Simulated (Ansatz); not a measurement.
# CH₃AlClFSi: basis-set convergence

One table from this session's results is given with a row withheld; the runs are named, their logs left out.

Program: Ansatz 0.2.0, Gaussian basis. Level of theory: one geometry, several basis sets. These are calculated values, not measurements.

The runs, in order: PBE0-D4/def2-SVP; ωB97M-V/def2-SVP; PBE0-D4/def2-QZVPP; ωB97M-V/def2-QZVPP; the functionals' def2-TZVPP values are taken from earlier runs.

### Structure used throughout

All runs share one geometry, relaxed beforehand with PBE0-D4 in a triple-zeta def2 set.

SMILES `[F][Al]1[CH2][SiH]1Cl`, 8 atoms, charge 0, spin multiplicity 1.

Atoms are counted from 1 here; the program's logs count them from 0.

Bond lengths: F1–Al2 1.642 Å, Al2–C3 1.941 Å, Al2–Si4 2.314 Å, C3–Si4 1.905 Å, C3–H6 1.089 Å, C3–H7 1.108 Å, Si4–Cl5 2.061 Å, Si4–H8 1.486 Å. Angles: F1–Al2–C3 140.4°, F1–Al2–Si4 167.2°, C3–Al2–Si4 52.3°, Al2–C3–Si4 74.0°, Al2–C3–H6 140.9°, Al2–C3–H7 96.4°, Si4–C3–H6 123.3°, Si4–C3–H7 107.6°, H6–C3–H7 108.5°, Al2–Si4–C3 53.7°, Al2–Si4–Cl5 136.6°, Al2–Si4–H8 115.4°, C3–Si4–Cl5 119.3°, C3–Si4–H8 110.9°, Cl5–Si4–H8 106.9°.

The first run:

in.yaml

```yaml
crystal:
  periodic: [false, false, false]
  atoms:
    - {symbol: F, position_ang: [-1.176762, -1.995017, 2.127377]}
    - {symbol: Al, position_ang: [-0.657258, -1.037435, 0.898657]}
    - {symbol: C, position_ang: [0.778401, 0.195304, 0.466493]}
    - {symbol: Si, position_ang: [-0.365179, 0.164548, -1.056514]}
    - {symbol: Cl, position_ang: [-1.051939, 1.944042, -1.837444]}
    - {symbol: H, position_ang: [1.864262, 0.236719, 0.397467]}
    - {symbol: H, position_ang: [0.436920, 1.018678, 1.123999]}
    - {symbol: H, position_ang: [0.263755, -0.583840, -2.175835]}
basis:
  gaussian: {orbitals: def2-SVP}
hamiltonian: {xc: pbe0, dispersion: d4}
output: {orbitals: {seedname: orbitals}}
```

On the command line:

```sh
> ansatz run in.yaml --threads 2 --pin off --events-out ev --progress --plain --max-ram 4352MiB
```

Among the steps run: PBE0-D4 in def2-SVP; ωB97M-V in def2-SVP; PBE0-D4 in def2-QZVPP; ωB97M-V in def2-QZVPP.

One of the session's tables, all rows but one given; the rest of the session is left out.

It belongs to the step «Functionals by basis». 

```
functional       basis  HOMO (eV)  LUMO (eV)
   PBE0-D4    def2-SVP      -6.61      -1.68
   PBE0-D4  def2-TZVPP          ?          ?
   PBE0-D4  def2-QZVPP      -6.68      -1.82
   ωB97M-V    def2-SVP      -8.53       0.11
   ωB97M-V  def2-TZVPP      -8.61      -0.04
   ωB97M-V  def2-QZVPP      -8.65      -0.18
```

**Question.** Estimate the row for PBE0-D4, def2-TZVPP.

**Answer.** HOMO (eV): -6.65; LUMO (eV): -1.78. In the column «HOMO (eV)» it lies between PBE0-D4, def2-QZVPP (-6.68) and PBE0-D4, def2-SVP (-6.61).
